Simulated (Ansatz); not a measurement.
Run this with the Python package of Ansatz (0.2.0) and show what comes out.

Script `run_transition.py`:
```python
# -*- coding: utf-8 -*-
import warnings

import ansatz as az
import numpy as np

FUNCTIONAL = "mr2scan"
ECUT = 500
TOLERANCE = 1e-08
EXTRA_BANDS = 2
K_SPACING = 0.3
OCCUPATIONS = "fermi_dirac"
SMEARING_WIDTH = 0.02


def bcc(a_site, a):
    return az.Crystal.bcc(a_site, a=a)


def diamond(A, a):
    return az.Crystal.diamond(A, a=a)


def run_phase(name, crystal, pressure=0.0):
    calc = (
        crystal.calculation()
        .functional(FUNCTIONAL)
        .basis(ECUT, xc_grid=1)
        .scf(tolerance=TOLERANCE, extra_bands=EXTRA_BANDS)
        .kpoints(spacing=K_SPACING)
        .occupations(OCCUPATIONS, width=SMEARING_WIDTH)
    )
    calc = calc.relax(force_tolerance=0.01, max_steps=60, cell=True, pressure=pressure)
    return calc.run(threads=1, pin="off")


def volume_per_atom(outcome):
    return abs(np.linalg.det(outcome.lattice.cell_ang)) / len(outcome.lattice.sites)


def main():
    warnings.simplefilter("ignore", az.DeckWarning)

    phases = {}
    phases["bcc"] = bcc("Br", 3.74)
    phases["diamond"] = diamond("Br", 6.48)

    pressures = [0, 5, 10, 20]
    enthalpy, volume = {name: [] for name in phases}, {name: [] for name in phases}
    for p in pressures:
        for name, crystal in phases.items():
            o = run_phase(name, crystal, pressure=p)
            volume[name].append(volume_per_atom(o))
            enthalpy[name].append(o.report["energy_sigma0_ev"] / len(o.lattice.sites) + p * volume[name][-1] / 160.21766)
    gap = np.array(enthalpy["diamond"]) - np.array(enthalpy["bcc"])
    rows = [(p, va, vb, 1000 * d) for p, va, vb, d in zip(pressures, volume["bcc"], volume["diamond"], gap)]
    print("| P (GPa) | V bcc (A^3/atom) | V diamond (A^3/atom) | H(diamond) - H(bcc) (meV/atom) |")
    print("| --- | --- | --- | --- |")
    for row in rows:
        print(f"| {row[0]:d} | {row[1]:.3f} | {row[2]:.3f} | {row[3]:+.1f} |")
    crossings = [p0 - g0 * (p1 - p0) / (g1 - g0) for p0, p1, g0, g1 in zip(pressures, pressures[1:], gap, gap[1:]) if g0 * g1 < 0]
    print("crossing near", [round(float(p), 1) for p in crossings], "GPa") if crossings else print("no crossing in this range")


if __name__ == "__main__":
    main()
```

Running `python run_transition.py` prints:
```text
| P (GPa) | V bcc (A^3/atom) | V diamond (A^3/atom) | H(diamond) - H(bcc) (meV/atom) |
| --- | --- | --- | --- |
| 0 | 26.403 | 42.164 | +115.0 |
| 5 | 23.629 | 34.962 | +523.2 |
| 10 | 21.966 | 31.401 | +844.4 |
| 20 | 19.835 | 27.342 | +1364.8 |
no crossing in this range
```

Notes:
- The settings weren't tested for convergence.
- At a fixed pressure a relaxation lowers the enthalpy F + PV, while F alone can rise.
- For the metals among these phases the mesh is modest: differences between phases can be off by up to 40 meV an atom.
- The program warned that this SCF threshold is loose for forces or stresses.
- xc_grid=1 is under the default for a meta-GGA and makes forces and stresses depend on the grid.
- Only these two structures are compared, at zero temperature and with their symmetry kept; either may be hypothetical, and another phase may be lower than both. Differences under about 40 meV an atom lie within the error of mesh and functional.
- The cells are prototypes set up for this calculation and needn't exist.
- The script silences the warnings on its input, which a real study should read.
- Run time: 36 s on 1 thread of Arm Neoverse V2 (shared host), peak memory 0.39 GiB.
